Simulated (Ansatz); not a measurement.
# SiGeH3 (doublet): the correlation ladder at distance Si1–Ge2 = 2.323 Å, cc-pVTZ

Aim: climb from Hartree-Fock through coupled cluster and multireference methods for SiGeH3 (doublet) at one geometry and basis, and see what each rung misses.

The runs use Ansatz 0.2.0, Gaussian basis; cc-pVTZ, core rule «outside noble gas», up to 19 orbitals frozen.

Plan: UHF; CCSD(T) on ROHF; CCSD(T) on UHF; BCCD(T) on ROHF; CCSDT(Q) on ROHF; CCSDT(Q) on UHF; CASSCF and NEVPT2, 3 electrons in 3 orbitals.

## 1. The geometry

The geometry derives from a PBE0/def2-TZVP stationary point (not a proven minimum). One bond is set to the value named and the two fragments are kept rigid. No spin-orbit coupling is included. The filled d shell of Ge may be among the frozen orbitals whatever the setting's name suggests.

5 atoms, charge 0, spin multiplicity 2.

Atoms are counted from 1 here; the program's logs count them from 0.

Bond lengths: Si1–Ge2 2.323 Å, Si1–H3 1.524 Å, Ge2–H4 1.547 Å, Ge2–H5 1.546 Å. Angles: Ge2–Si1–H3 89.7°, Si1–Ge2–H4 127.4°, Si1–Ge2–H5 123.9°, H4–Ge2–H5 106.5°.

Geometry (Å):

```xyz
5
GeH3Si
Si   -0.02914    0.09110    1.68634
Ge    0.01287   -0.01556   -0.63358
H     0.23411   -1.40902    1.75233
H    -0.32665   -1.23356   -1.52563
H    -0.02289    1.22573   -1.55439
```

## 2. UHF

Input file in.yaml:

```yaml
crystal:
  periodic: [false, false, false]
  atoms:
    - {symbol: Si, position_ang: [-0.029136, 0.091097, 1.686343]}
    - {symbol: Ge, position_ang: [0.012867, -0.015562, -0.633584]}
    - {symbol: H, position_ang: [0.234107, -1.409018, 1.752329]}
    - {symbol: H, position_ang: [-0.326649, -1.233564, -1.525626]}
    - {symbol: H, position_ang: [-0.022892, 1.225734, -1.554392]}
basis:
  gaussian: {orbitals: cc-pVTZ}
magnetization: {spin_polarized: true, initial_magnetization: 1}
hamiltonian: {xc: hf}
output: {orbitals: {seedname: orbitals}}
```

Started as:

```sh
$ ansatz run in.yaml --threads 1 --pin off --events-out ev --progress --plain --max-ram 2560MiB --backend cpu
```

After this run come: CCSD(T) on ROHF; CCSD(T) on UHF; BCCD(T) on ROHF; CCSDT(Q) on ROHF; CCSDT(Q) on UHF; CASSCF and NEVPT2, 3 electrons in 3 orbitals.

Q: Predict the results of all the runs planned. Wanted: UCCSDT(Q) from the RHF energy; RMP2 from UCCSDT(Q); UMP2 from UCCSDT(Q); RCCSD from UCCSDT(Q); RCCSD(T) from UCCSDT(Q); UCCSD(T) from UCCSDT(Q); RCCSDT(Q) from UCCSDT(Q); NEVPT2 pair from UCCSDT(Q); T1 diagnostic.

As calculated:

```
                         quantity                      value
    UCCSDT(Q) from the ROHF energy                 -7.1698 eV
              RMP2 from UCCSDT(Q)            +33.06 kcal/mol
              UMP2 from UCCSDT(Q)            +36.07 kcal/mol
             RCCSD from UCCSDT(Q)             +8.03 kcal/mol
          RCCSD(T) from UCCSDT(Q)             +1.51 kcal/mol
          UCCSD(T) from UCCSDT(Q)             +1.60 kcal/mol
         RCCSDT(Q) from UCCSDT(Q)             +0.05 kcal/mol
       NEVPT2 pair from UCCSDT(Q)            +33.47 kcal/mol
levels within 1 kcal/mol (43 meV)  RCCSDT, UCCSDT, RCCSDT(Q)
                    T1 diagnostic                      0.035
```

RCCSD(T) lands +1.51 kcal/mol from the yardstick (0.9 % of the correlation energy). These misses are within one basis, not against nature; the frozen cores of restricted and unrestricted runs differ, which can shift their rows.
